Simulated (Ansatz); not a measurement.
# Bi2Se3: the cost of one run

Computed with Ansatz 0.2.0 (DFT, PBE, plane-wave PAW, default files, scalar-relativistic, unless a step's input says otherwise).

1 further run of the same task is left out (it didn't finish).

## 1. The system as given

Symmetry: R-3m, No. 166, trigonal system. Conventional cell: a = 3.930 Å, b = 3.930 Å, c = 27.428 Å, α = 90.00°, β = 90.00°, γ = 120.00°. Around Bi (site symmetry 3m) lie 6 Se at 2.83 to 2.90 Å. Se (site symmetry 3m) has 3 Bi at 2.83 Å as nearest neighbours. Se (site symmetry -3m) is surrounded by 6 Bi at 2.90 Å.

Coordinates:

```
Bi Se
1.0
     1.96496    1.13447    9.14266
    -1.96496    1.13447    9.14266
     0.00000   -2.26894    9.14266
Bi Se
2 3
Cartesian
  0.0000 0.0000 16.4842
  0.0000 0.0000 10.9438
  0.0000 0.0000 21.7778
  0.0000 0.0000 5.6502
  0.0000 0.0000 0.0000
```

The earlier run gave: no gap over 0.1 eV on the mesh, largest force 1.155 eV/Å, pressure 12.4 GPa.

Site by site (atoms counted from 1):

```tsv
site	atoms	first shell	V_zz (10²¹ V/m²)	η	C_Q (MHz)
Bi	1, 2	6 Se at 2.83–2.90 Å	1.67	0.00	-20.8 (²⁰⁹Bi)
Se3	3, 4	3 Bi at 2.83 Å	7.03	0.00	–
Se5	5	6 Bi at 2.90 Å	5.71	0.00	–
```

C_Q = eQV_zz/h, which is 24.18 MHz for Q = 1 b and V_zz = 10²¹ V/m²; η = (V_xx − V_yy)/V_zz. Nuclear quadrupole moments: year-2017 set (Pyykkö). A dash under C_Q marks elements without a common quadrupolar isotope.

## 2. Z stretched by -1 %, ions relaxed

File input.yaml:

```yaml
crystal:
  lattice:
    - [1.964960744, 1.1344706145, 9.0512371783]
    - [-1.964960744, 1.1344706145, 9.0512371783]
    - [0.0, -2.268941229, 9.0512371783]
  atoms:
    - { symbol: Bi, position: [0.5973248577, 0.5973248577, 0.5973248577] }
    - { symbol: Bi, position: [0.4026751423, 0.4026751423, 0.4026751423] }
    - { symbol: Se, position: [0.7954369594, 0.7954369594, 0.7954369594] }
    - { symbol: Se, position: [0.2045630406, 0.2045630406, 0.2045630406] }
    - { symbol: Se, position: [0.0, 0.0, 0.0] }
kpoints:
  mp_grid: { grid: [14, 14, 14] }
scf:
  occupations: { method: fermi_dirac, width: 0.05 }
hamiltonian:
  xc: pbe
  pseudopotentials: { kind: paw }
output:
  forces: true
  stress: true
  populations: true
  efg: { quadrupole_moments_barn: { Bi: -0.516 }, contact_densities: true }
relax:
  f_tol: 0.02
  max_steps: 60
```

Run with:

```bash
> ansatz run input.yaml --threads 1 --pin off --max-ram 3072MiB --backend cpu --events-out ev --progress --plain --runs-dir out
```

Q: Estimate wall time and peak memory on 1 thread of Intel Xeon 6975P-C (Granite Rapids), shared host.

About 2.2 min, with a peak of 1.5 GiB.
